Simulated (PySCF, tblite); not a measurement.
# C8H7 radical: geometry, infrared bands and EPR parameters

Wanted: the infrared bands and EPR parameters of C8H7 radical (`C=Cc1cc[c]cc1`), by calculation.

Computed with tblite 0.8.0 and PySCF 2.14.0, with density-fitted response routines of our own, on a single molecule in the gas phase. Atoms count from 0, in the outputs and in this text.

## (1) Starting geometry

15 atoms, charge 0, multiplicity 2; geometry from: force field or distance geometry start.

Bonds of the start (Å): C0–C1 1.31, C1–C2 1.45, C2–C3 1.41, C3–C4 1.40, C4–C5 1.40, C5–C6 1.38, C6–C7 1.38, C7–C2 1.39, C0–H8 1.10, C0–H9 1.05, C1–H10 1.10, C3–H11 1.08, C4–H12 1.09, C6–H13 1.09, C7–H14 1.08.

## (2) Relaxing the molecule with GFN2-xTB

What the job is given:

```
{"job": {"kind": "relax", "xc": "GFN2-xTB", "basis": "xTB"}, "charge": 0, "multiplicity": 2}
C      2.506700     0.627200     0.017200
C      1.633000    -0.297100    -0.296500
C      0.203700    -0.202000    -0.100000
C     -0.388900     0.959700     0.424400
C     -1.772500     1.040600     0.612500
C     -2.583400    -0.037200     0.231100
C     -1.981100    -1.161700    -0.298400
C     -0.611700    -1.270300    -0.468900
H      2.234500     1.597500     0.450000
H      3.532600     0.453300    -0.151700
H      2.011900    -1.240200    -0.715600
H      0.214000     1.799200     0.730200
H     -2.216600     1.939200     1.031200
H     -2.578400    -2.026500    -0.597800
H     -0.208300    -2.173700    -0.889600
```

The run is started by

```bash
OMP_NUM_THREADS=1 python probes_run.py task.json out
```

The driver reads the jobs from task.json and runs them one after another.

**Question.** This job is followed by: GFN2-xTB harmonic vibrations, gas phase; UKS B3LYP, pcH-1 on C H, non-relativistic, mean-field spin-orbit, GIAO. Predict these results of the whole session: strongest single infrared mode (GFN2-xTB); zero-point energy (GFN2-xTB); g(iso) (B3LYP); ⟨S²⟩; largest a(iso) (averaged by class); potential on the surface of density 0.002 e/bohr³, 1st and 99th percentile.

As calculated:

```
                                                                  quantity                 value
                                 strongest single infrared mode (GFN2-xTB)  3132 cm⁻¹, 49 km/mol
                                              zero-point energy (GFN2-xTB)         73.0 kcal/mol
                                                            g(iso) (B3LYP)               2.00224
                                                                      ⟨S²⟩    0.758 (exact 0.75)
                                        largest a(iso) (averaged by class)  13C on C5, 404.8 MHz
potential on the surface of density 0.002 e/bohr³, 1st and 99th percentile    -0.62 V and 1.05 V
```

**Reading.** Over 23 steps the energy fell by 0.157 eV; of the close pairs, C4–C5 changed most, 1.402 to 1.364 Å. The lowest mode is slightly imaginary (15i cm⁻¹), a soft motion within the noise of the Hessian, so the minimum is not strictly shown. The strongest single mode, at 3132 cm⁻¹, moves mainly H8 and H9. Unscaled tight-binding wavenumbers are off by several per cent, some by more. Its intensities can rank the bands wrongly. C5 carries the largest spin population, 1.01 e. The isotropic g lies 0.1 ppt below the free-electron value. The conformer search found further structures of the same energy, which may be mirror or relabelled copies of this one.
